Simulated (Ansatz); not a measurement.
# SiC2: the cost of one run

Computed with Ansatz 0.2.0 (DFT PBE, scalar-relativistic, plane waves, PAW, unless a step's input says otherwise).

### Step 1. The system as given

Symmetry: P-6m2, No. 187, hexagonal system. The conventional cell has a = 2.084 Å, b = 2.084 Å, c = 21.701 Å, α = 90.00°, β = 90.00°, γ = 120.00°. Si (site symmetry 3m) has 3 C at 1.20 Å as nearest neighbours. C (site symmetry 3m) has 3 Si at 1.20 Å as nearest neighbours. C (site symmetry -6m2) has 3 C at 1.20 Å as nearest neighbours.

As a file:

```xyz
6
Lattice="2.0844 0.0000 0.0000 -1.0422 1.8051 0.0000 0.0000 0.0000 21.7005" Properties=species:S:1:pos:R:3 pbc="T T T"
Si    1.0422    0.6017   18.0838
Si    1.0422    0.6017    3.6168
C     0.0000    1.2034   18.0838
C     0.0000    1.2034    3.6168
C     0.0000    1.2034   10.8503
C     1.0422    0.6017   10.8503
```

The start is an ordering of an alloy on its end members' structure types: elements ordered on the sites of the C type, Si/C on C (P-6m2, No. 187).

### Step 2. The guess as it stands, on a coarse mesh

File input.yaml:

```yaml
crystal:
  lattice:
    - [2.08436541, 0.0, 0.0]
    - [-1.0421827, 1.8051134, 0.0]
    - [0.0, 0.0, 21.70051862]
  atoms:
    - { symbol: Si, position: [0.66666667, 0.33333333, 0.83333333] }
    - { symbol: Si, position: [0.66666667, 0.33333333, 0.16666667] }
    - { symbol: C, position: [0.33333333, 0.66666667, 0.83333333] }
    - { symbol: C, position: [0.33333333, 0.66666667, 0.16666667] }
    - { symbol: C, position: [0.33333333, 0.66666667, 0.5] }
    - { symbol: C, position: [0.66666667, 0.33333333, 0.5] }
basis:
  ecutwfc: 420
kpoints:
  mp_grid: { grid: [12, 12, 1] }
hamiltonian:
  xc: pbe
scf:
  occupations: { method: gaussian, width: 0.1 }
  lower_state_search: "off"
output:
  forces: true
  stress: true
  eigenvalues: true
```

On the command line:

```console
$ ansatz run input.yaml --threads 1 --pin off --max-ram 2560MiB --backend cpu --events-out ev --progress --plain --runs-dir out
```

Q: Estimate wall time and peak memory on 1 thread of Intel Xeon at 2.50GHz (Skylake/Cascade Lake), shared host.

About 19 s, with a peak of 0.32 GiB.
